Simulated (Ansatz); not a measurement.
**GeH₂F radical: a ladder of functionals and wavefunction methods**

The task here is to estimate one member of a computed series from the others.

Program: Ansatz 0.2.0, Gaussian basis. Level of theory: functionals in def2-TZVPP, the program's frozen cores in correlated methods. These are calculated values, not measurements.

Levels to be run: LDA (SPW92), PBE-D4, revPBE-D4, BLYP-D4, r2SCAN-D4, B97M-V, PBE0-D4, B3LYP-D4, r2SCANh-D4, r2SCAN0-D4, HSE06-D4, BHLYP-D4, CAM-B3LYP-D4, LC-ωPBE, ωB97X-V, ωB97M-V, B2PLYP, PBE-QIDH; CCSD(T)/def2-SVP; CCSD(T)/def2-TZVPP; MP2/def2-QZVPP; extrapolation to the limit; RPA on PBE.

## Structure used throughout

The geometry comes from an earlier relaxation with PBE0-D4 in a triple-zeta def2 set; it is a stationary point.

SMILES `[F][GeH2]`, 4 atoms, charge 0, spin multiplicity 2.

Atoms are counted from 1 here; the program's logs count them from 0.

Bond lengths: F1–Ge2 1.745 Å, Ge2–H3 1.549 Å, Ge2–H4 1.549 Å. Angles: F1–Ge2–H3 105.4°, F1–Ge2–H4 105.4°, H3–Ge2–H4 113.3°.

Set-up of the first run:

Input file in.yaml:

```yaml
crystal:
  periodic: [false, false, false]
  atoms:
    - {symbol: F, position_ang: [0.138219, -0.585405, 1.441960]}
    - {symbol: Ge, position_ang: [0.305680, -0.223188, -0.257116]}
    - {symbol: H, position_ang: [-1.078754, -0.527813, -0.881977]}
    - {symbol: H, position_ang: [0.690356, 1.276006, -0.323067]}
basis:
  gaussian: {orbitals: def2-TZVPP}
magnetization: {spin_polarized: true, initial_magnetization: 1}
hamiltonian: {xc: lda}
output: {orbitals: {seedname: orbitals}}
```

Among the steps run: LDA; PBE-D4 (GGA); revPBE-D4 (GGA); BLYP-D4 (GGA); r2SCAN-D4 (meta-GGA); B97M-V (meta-GGA); PBE0-D4 (hybrid); B3LYP-D4 (hybrid); r2SCANh-D4 (hybrid); r2SCAN0-D4 (hybrid); HSE06-D4 (hybrid); BHLYP-D4 (hybrid); CAM-B3LYP-D4 (range-separated); LC-ωPBE-D4 (range-separated; the results give it without D4); ωB97X-V (range-separated); ωB97M-V (range-separated); B2PLYP (double hybrid); PBE-QIDH (double hybrid).

One table of the session follows, with a row left open; its other results are not shown here.

It belongs to the step «Orbital energies across the functionals». 

```
  functional  HOMO (eV)  LUMO (eV)  gap (eV)
 LDA (SPW92)      -5.57      -4.51      1.05
      PBE-D4      -5.55      -4.13      1.42
   revPBE-D4      -5.53      -3.99      1.54
     BLYP-D4      -5.38      -4.22      1.16
   r2SCAN-D4      -5.97      -3.74      2.23
      B97M-V      -5.79      -4.38      1.41
     PBE0-D4      -6.77      -3.18      3.59
    B3LYP-D4      -6.50      -3.64      2.86
  r2SCANh-D4      -6.41      -3.41      3.00
  r2SCAN0-D4      -7.07      -2.92      4.15
    HSE06-D4          ?          ?         ?
    BHLYP-D4      -7.80      -2.40      5.40
CAM-B3LYP-D4      -8.03      -2.29      5.73
     LC-ωPBE      -9.44      -0.76      8.68
     ωB97X-V      -8.93      -1.25      7.68
     ωB97M-V      -8.77      -1.33      7.43
```

**Question.** Estimate the row for HSE06-D4.

**Answer.** HOMO (eV): -6.37; LUMO (eV): -3.56; gap (eV): 2.81. In the column «HOMO (eV)» it lies between r2SCANh-D4 (-6.41) and r2SCAN-D4 (-5.97).
